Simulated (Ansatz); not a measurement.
Crystal: CuSn3.

```
CELL_PARAMETERS angstrom
-2.23990 2.23990 4.87070
2.23990 -2.23990 4.87070
2.23990 2.23990 -4.87070
ATOMIC_POSITIONS crystal
Sn 0.50000 0.50000 0.00000
Sn 0.25000 0.75000 0.50000
Sn 0.75000 0.25000 0.50000
Cu 0.00000 0.00000 0.00000
```

The cell comes from a database or a generator and needn't be the stable form of this composition.

| Quantity | Value |
| --- | --- |
| Program | Ansatz 0.2.0 |
| Task | relaxation of cell and atoms |
| Functional | PBEsol |
| Potentials or basis | all-electron LAPW, scalar-relativistic |
| Basis error allowed | 0.002 eV/atom |
| k mesh | 8 × 8 × 8 |
| Occupations | fermi-dirac, width 0.05 eV |
| Spin | no spin polarisation |

At the start: volume 24.44 Å³/atom.

Question: How do energy, volume and symmetry change on relaxing?

Answer: Over 5 steps the energy falls by 25.1 meV/atom and the volume is 22.62 Å³/atom (-7.4 %); space group I4/mmm (No. 139, to 0.05 Å).

The path:
```
step  energy change (eV)  largest force (eV/Å)  volume (Å³)
   1              0.0000                0.0000        97.75
   2             -0.0883                0.0000        88.15
   3             -0.1002                0.0000        90.79
   4             -0.1004                0.0000        90.47
   5             -0.1004                0.0000        90.47
```

Final structure:
```xyz
4
Lattice="-2.1857 2.1857 4.7344 2.1857 -2.1857 4.7344 2.1857 2.1857 -4.7344" Properties=species:S:1:pos:R:3 pbc="T T T"
Sn    0.0000    0.0000    4.7344
Sn    2.1857    0.0000    2.3672
Sn    0.0000    2.1857    2.3672
Cu    0.0000    0.0000    0.0000
```
